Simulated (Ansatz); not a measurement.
# ZnO: the cost of one run

Method: DFT PBE, scalar-relativistic, plane waves, PAW, in Ansatz 0.2.0.

2 further runs of the same task are left out: 2 set aside as unsound or not needed.

### 1 The starting structure

The structure is hexagonal, space group P6_3mc (No. 186). Conventional cell: a = 3.249 Å, b = 3.249 Å, c = 5.204 Å, α = 90.00°, β = 90.00°, γ = 120.00°. Zn (site symmetry 3m) has 4 O at 1.97 to 1.99 Å as nearest neighbours. Around O (site symmetry 3m) lie 4 Zn at 1.97 to 1.99 Å.

Structure file:

```xyz
4
Lattice="3.2494 0.0000 0.0000 -1.6247 2.8141 0.0000 0.0000 0.0000 5.2038" Properties=species:S:1:pos:R:3 pbc="T T T"
Zn    0.0000    1.8760    0.0000
Zn    1.6247    0.9380    2.6019
O     0.0000    1.8760    1.9884
O     1.6247    0.9380    4.5903
```

The cell is taken as given, not relaxed at this level.

### 2 The reference cell

Reference values: F = -7773.6667 eV; pressure 4.94 GPa; largest force 0.031 eV/Å; gap on the mesh 0.80 eV. It was computed beforehand with the settings of the runs below.

### 3 Zone-centre phonons by finite displacements

File input.yaml:

```yaml
crystal:
  lattice:
    - [3.2493987239, 0.0, 0.0]
    - [-1.6246993619, 2.8140618419, 0.0]
    - [0.0, 0.0, 5.2038]
  atoms:
    - { symbol: Zn, position: [0.3333333333, 0.6666666667, 0.0] }
    - { symbol: Zn, position: [0.6666666667, 0.3333333333, 0.5] }
    - { symbol: O, position: [0.3333333333, 0.6666666667, 0.3821] }
    - { symbol: O, position: [0.6666666667, 0.3333333333, 0.8821] }
basis:
  ecutwfc: 420
kpoints:
  mp_grid: { grid: [12, 12, 6] }
hamiltonian:
  xc: pbe
scf:
  occupations: { method: gaussian, width: 0.05 }
output:
  eigenvalues: true
phonons:
  method: fd
  supercell: [1, 1, 1]
  amplitude: 0.02
  eigenvectors: true
  dielectric: false
```

The run is started by

```
ansatz run input.yaml --threads 2 --pin off --max-ram 5120MiB --backend cpu --events-out ev --progress --plain --runs-dir out
```

**Question.** How long does this run take on 2 threads of Arm Neoverse V1, shared host, and how much memory does it need?

About 61 s, with a peak of 0.55 GiB.
